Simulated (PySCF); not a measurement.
# Se2⁺: the SCF solver's settings

Do solver options change the result for Se2⁺, or only the number of cycles?

Method: method and basis as typed in the scripts; program: PySCF 2.14.0.

3 further runs of the same task are left out: 3 that didn't finish.

**1. Starting geometry**

Se2⁺: 2 atoms, charge 1, spin multiplicity 2.

Bond lengths: Se1–Se2 2.330 Å.

**2. The base run**

File input.py:

```python
from pyscf import gto, scf

mol = gto.M(
    atom='Se 0 0 0; Se 0 0 2.33',
    basis='cc-pvdz',
    charge=1,
    spin=1,
    verbose=4,
)
mf = scf.ROHF(mol)
mf.kernel()
mf.nuc_grad_method().kernel()
mf.dip_moment()
print('orbital energies (hartree):', mf.mo_energy[..., max(0, mol.nelec[1]-3):mol.nelec[0]+3].round(4))
```

Launch:

```sh
$ OMP_NUM_THREADS=1 python input.py
```

Its log is not repeated here.

Base result: E(SCF) = -4799.269485 Eh, 8 cycles, gradient on the second atom 0.1148 Eh/bohr.

The bond length is a typed value, not an optimised one. The dipole of an ion depends on the origin.

**3. Second-order solver on**

Variant 1 changes second-order solver: off → on.

File input.py:

```python
from pyscf import gto, scf

mol = gto.M(
    atom='Se 0 0 0; Se 0 0 2.33',
    basis='cc-pvdz',
    charge=1,
    spin=1,
    verbose=4,
)
mf = scf.ROHF(mol)
mf = mf.newton()
mf.kernel()
mf.nuc_grad_method().kernel()
mf.dip_moment()
print('orbital energies (hartree):', mf.mo_energy[..., max(0, mol.nelec[1]-3):mol.nelec[0]+3].round(4))
```

Launch:

```sh
$ OMP_NUM_THREADS=1 python input.py
```

**4. Convergence threshold 0.001 hartree**

Variant 2 changes convergence threshold: default → 0.001 hartree.

input.py: that of step 2 with these lines changed.

```diff
@@ -10,2 +10,3 @@
 mf = scf.ROHF(mol)
+mf.conv_tol = 0.001
 mf.kernel()
```

**5. Smearing width 0.2 hartree**

Variant 3 changes smearing width: none → 0.2 hartree; step after the SCF: gradient → none.

input.py: that of step 2 with these lines changed.

```diff
@@ -10,4 +10,4 @@
 mf = scf.ROHF(mol)
+mf = scf.addons.smearing_(mf, sigma=0.2, method='fermi')
 mf.kernel()
-mf.nuc_grad_method().kernel()
 mf.dip_moment()
```

**6. Level shift 0.5 hartree**

Variant 4 changes level shift: none → 0.5 hartree.

input.py: that of step 2 with these lines changed.

```diff
@@ -10,2 +10,3 @@
 mf = scf.ROHF(mol)
+mf.level_shift = 0.5
 mf.kernel()
```

**7. Smearing width 0.05 hartree**

Variant 5 changes smearing width: none → 0.05 hartree; step after the SCF: gradient → none.

input.py: that of step 2 with these lines changed.

```diff
@@ -10,4 +10,4 @@
 mf = scf.ROHF(mol)
+mf = scf.addons.smearing_(mf, sigma=0.05, method='fermi')
 mf.kernel()
-mf.nuc_grad_method().kernel()
 mf.dip_moment()
```

**Question.** What will these runs give? Wanted: for each run, E(SCF); from base.

The runs gave:

```
                                      run  E(SCF) (hartree)  from base (eV)   cycles
                                     base      -4799.269485               0        8
                   second-order solver on      -4799.269485          0.0000  3 macro
      convergence threshold 0.001 hartree      -4799.269485          0.0000        4
 smearing width 0.2 hartree (poor choice)      -4798.132779  not comparable       11
                  level shift 0.5 hartree      -4799.269485          0.0000       11
smearing width 0.05 hartree (poor choice)      -4799.133886  not comparable       11
```

Distance from each run's final energy (log10 hartree) by cycle:

```
                                      run  cycle 1  cycle 2  cycle 3  cycle 5  cycle 8  cycle 12
                                     base     -1.5     -2.7     -4.1     -6.9    < -11      done
                   second-order solver on     -7.5    < -11    < -11     done     done      done
      convergence threshold 0.001 hartree     -1.5     -2.7     -4.1     done     done      done
 smearing width 0.2 hartree (poor choice)     -1.6     -1.9     -2.8     -4.5     -7.0      done
                  level shift 0.5 hartree     -1.3     -2.6     -3.4     -5.0     -7.7      done
smearing width 0.05 hartree (poor choice)     -1.0     -1.9     -2.3     -4.3     -6.7      done
```

No change of the SCF energy comes from second-order solver on or convergence threshold 0.001 hartree or level shift 0.5 hartree. The base needs 8 cycles and the run with level shift 0.5 hartree needs 11. Rows marked «poor choice» come from settings spoiled on purpose.
